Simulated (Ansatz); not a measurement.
# AlH₃O₂Se: basis-set convergence

How large a basis does AlH₃O₂Se need? Two functionals are run in growing sets.

Computed with Ansatz 0.2.0, Gaussian basis. Level: one geometry, several basis sets.

The runs, in order: PBE0-D4/def2-SVP; ωB97M-V/def2-SVP; PBE0-D4/def2-QZVPP; ωB97M-V/def2-QZVPP; the functionals' def2-TZVPP values are taken from earlier runs.

### 1 Structure used throughout

The geometry comes from an earlier relaxation with PBE0-D4 in a triple-zeta def2 set; it is a stationary point, not always the lowest conformer.

SMILES `[OH][Al]([OH])[SeH]`, 7 atoms, charge 0, spin multiplicity 1.

Atoms are counted from 1 here; the program's logs count them from 0.

Bond lengths: O1–Al2 1.685 Å, O1–H5 0.954 Å, Al2–O3 1.684 Å, Al2–Se4 2.319 Å, O3–H6 0.955 Å, Se4–H7 1.469 Å. Angles: Al2–O1–H5 124.4°, O1–Al2–O3 116.9°, O1–Al2–Se4 123.4°, O3–Al2–Se4 119.7°, Al2–O3–H6 124.3°, Al2–Se4–H7 91.8°.

Coordinates:

```xyz
7
charge 0, multiplicity 1
O    -1.1891    1.0891    0.5143
Al    0.1257    0.0563    0.3057
O     1.1942   -0.0876    1.5997
Se    0.5100   -1.1442   -1.6404
H    -1.8586    1.2497   -0.1466
H     1.9727   -0.6401    1.5965
H    -0.6938   -0.5911   -2.2747
```

### 2 PBE0-D4 in def2-SVP

in.yaml

```yaml
crystal:
  periodic: [false, false, false]
  atoms:
    - {symbol: O, position_ang: [-1.189063, 1.089069, 0.514330]}
    - {symbol: Al, position_ang: [0.125701, 0.056282, 0.305666]}
    - {symbol: O, position_ang: [1.194216, -0.087639, 1.599652]}
    - {symbol: Se, position_ang: [0.510006, -1.144160, -1.640428]}
    - {symbol: H, position_ang: [-1.858594, 1.249671, -0.146630]}
    - {symbol: H, position_ang: [1.972710, -0.640120, 1.596462]}
    - {symbol: H, position_ang: [-0.693775, -0.591105, -2.274651]}
basis:
  gaussian: {orbitals: def2-SVP}
hamiltonian: {xc: pbe0, dispersion: d4}
output: {orbitals: {seedname: orbitals}}
```

Further steps of the session: ωB97M-V in def2-SVP; PBE0-D4 in def2-QZVPP; ωB97M-V in def2-QZVPP.

Before running them: what should the planned runs give, taken together? Wanted: PBE0-D4: double and triple zeta above quadruple; ωB97M-V: double and triple zeta above quadruple.

As calculated:

| quantity | value |
| --- | --- |
| PBE0-D4: double and triple zeta above quadruple | 17.63, 1.84 eV |
| ωB97M-V: double and triple zeta above quadruple | 17.62, 1.78 eV |

In words: For PBE0-D4 the step from double to triple zeta gains 15.79 eV and the next only 1.84 eV. Total energies overstate the basis error of differences, where much of it tends to cancel. The LUMO of ωB97M-V is positive and keeps falling with the basis (1.23 to 0.50 eV): an unbound level that the basis holds in place.
